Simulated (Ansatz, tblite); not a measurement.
# B(OPMe3)Cl3 (C3H9BCl3OP): one state, many levels

One table from this session's results is given with a row withheld; the runs are named, their logs left out.

The runs use Ansatz 0.2.0, Gaussian basis; as each input shows.

The runs, in order: GFN1-xTB, GFN2-xTB, PBE-D4/def2-TZVP, r2SCAN-D4/def2-TZVP, CAM-B3LYP-D4/def2-TZVP, r2SCANh-D4/def2-TZVP, PBE-QIDH/def2-TZVP, PBE-D4/def2-SVP, PBE0-D4/def2-SVP, HF/STO-3G, CCSD(T)/def2-SVP, RPA/def2-SVP.

3 further runs of the same task are left out: 1 that didn't finish, 2 set aside as unsound or not needed.

### The structure

The singlet was relaxed beforehand with r2SCAN-D4/def2-SVP.

18 atoms, charge 0, spin multiplicity 1.

Bond lengths: B1–O2 1.506 Å, B1–Cl16 1.820 Å, B1–Cl17 1.893 Å, B1–Cl18 1.859 Å, O2–P3 1.565 Å, P3–C4 1.798 Å, P3–C5 1.796 Å, P3–C6 1.797 Å, C4–H7 1.101 Å, C4–H8 1.100 Å, C4–H9 1.100 Å, C5–H10 1.100 Å, C5–H11 1.100 Å, C5–H12 1.100 Å, C6–H13 1.100 Å, C6–H14 1.099 Å, C6–H15 1.101 Å. Angles: O2–B1–Cl16 107.3°, O2–B1–Cl17 107.6°, O2–B1–Cl18 107.6°, Cl16–B1–Cl17 111.6°, Cl16–B1–Cl18 113.0°, Cl17–B1–Cl18 109.5°, B1–O2–P3 127.9°, O2–P3–C4 110.7°, O2–P3–C5 104.9°, O2–P3–C6 114.5°, C4–P3–C5 108.6°, C4–P3–C6 109.3°, C5–P3–C6 108.6°, P3–C4–H7 110.8°, P3–C4–H8 107.8°, P3–C4–H9 108.7°, H7–C4–H8 110.7°, H7–C4–H9 109.9° and more.

PBE0-D4/def2-TZVP was run before; its log isn't repeated, and its numbers join the tables.

Set-up of the first run:

Tight binding, by tblite at 300 K electronic temperature and without a spin-polarisation term:

```python
tblite.interface.Calculator('GFN1-xTB', numbers, positions, charge=0, uhf=0).singlepoint()
```

Tight binding, by tblite at 300 K electronic temperature and without a spin-polarisation term:

```python
tblite.interface.Calculator('GFN2-xTB', numbers, positions, charge=0, uhf=0).singlepoint()
```

start.molden holds the orbitals of an earlier run on this state, given as this run's starting guess.

Input file in.yaml:

```yaml
crystal:
  periodic: [false, false, false]
  atoms:
    - {symbol: B, position_ang: [0.816685, -1.216071, -1.943041]}
    - {symbol: O, position_ang: [0.981373, -0.810487, -0.502049]}
    - {symbol: P, position_ang: [0.041773, 0.103865, 0.352593]}
    - {symbol: C, position_ang: [0.528639, 1.828805, 0.208162]}
    - {symbol: C, position_ang: [0.302879, -0.424582, 2.049643]}
    - {symbol: C, position_ang: [-1.706181, -0.055037, -0.033440]}
    - {symbol: H, position_ang: [-0.068172, 2.461572, 0.882373]}
    - {symbol: H, position_ang: [0.384840, 2.132583, -0.838919]}
    - {symbol: H, position_ang: [1.596138, 1.915946, 0.459323]}
    - {symbol: H, position_ang: [1.376512, -0.359229, 2.279453]}
    - {symbol: H, position_ang: [-0.266891, 0.199796, 2.753435]}
    - {symbol: H, position_ang: [-0.012828, -1.474234, 2.143010]}
    - {symbol: H, position_ang: [-1.871328, 0.299707, -1.061132]}
    - {symbol: H, position_ang: [-1.983712, -1.117775, 0.011877]}
    - {symbol: H, position_ang: [-2.295958, 0.536919, 0.683451]}
    - {symbol: Cl, position_ang: [2.444482, -1.772163, -2.537785]}
    - {symbol: Cl, position_ang: [0.207892, 0.301031, -2.898435]}
    - {symbol: Cl, position_ang: [-0.476152, -2.550637, -2.008500]}
basis:
  gaussian: {orbitals: def2-TZVP, initial_orbitals: start.molden}
hamiltonian: {xc: pbe, dispersion: d4}
scf: {omitted_lower_state_checks: [starts]}
output: {forces: true, orbitals: {seedname: orbitals}}
```

The run is started by

```sh
ansatz run in.yaml --threads 4 --pin off --events-out ev --progress --plain --max-ram 4787MiB
```

Among the steps run: PBE-D4/def2-TZVP; r2SCAN-D4/def2-TZVP; CAM-B3LYP-D4/def2-TZVP; r2SCANh-D4/def2-TZVP; PBE-QIDH/def2-TZVP; PBE-D4/def2-SVP; PBE0-D4/def2-SVP; HF/STO-3G; CCSD(T)/def2-SVP; RPA/def2-SVP.

One of the session's tables, all rows but one given; the rest of the session is left out.

It belongs to the step «Binding energy». 

```
                method  binding an atom (eV)
             HF/STO-3G                     ?
           HF/def2-SVP                 2.907
       PBE-D4/def2-SVP                 4.014
      PBE-D4/def2-TZVP                 3.995
   r2SCAN-D4/def2-TZVP                 3.940
  r2SCANh-D4/def2-TZVP                 3.919
      PBE0-D4/def2-SVP                 3.956
     PBE0-D4/def2-TZVP                 3.940
CAM-B3LYP-D4/def2-TZVP                 3.919
          MP2/def2-SVP                 3.747
         CCSD/def2-SVP                 3.640
      CCSD(T)/def2-SVP                 3.682
```

Estimate the missing values for HF/STO-3G.

As computed: binding an atom (eV): 3.458. In the column «binding an atom (eV)» it lies between HF/def2-SVP (2.907) and CCSD/def2-SVP (3.640).

To keep in mind: Free atoms were run apart at each level; binding is atoms less cluster, divided by the number of atoms, without zero-point or spin-orbit terms.
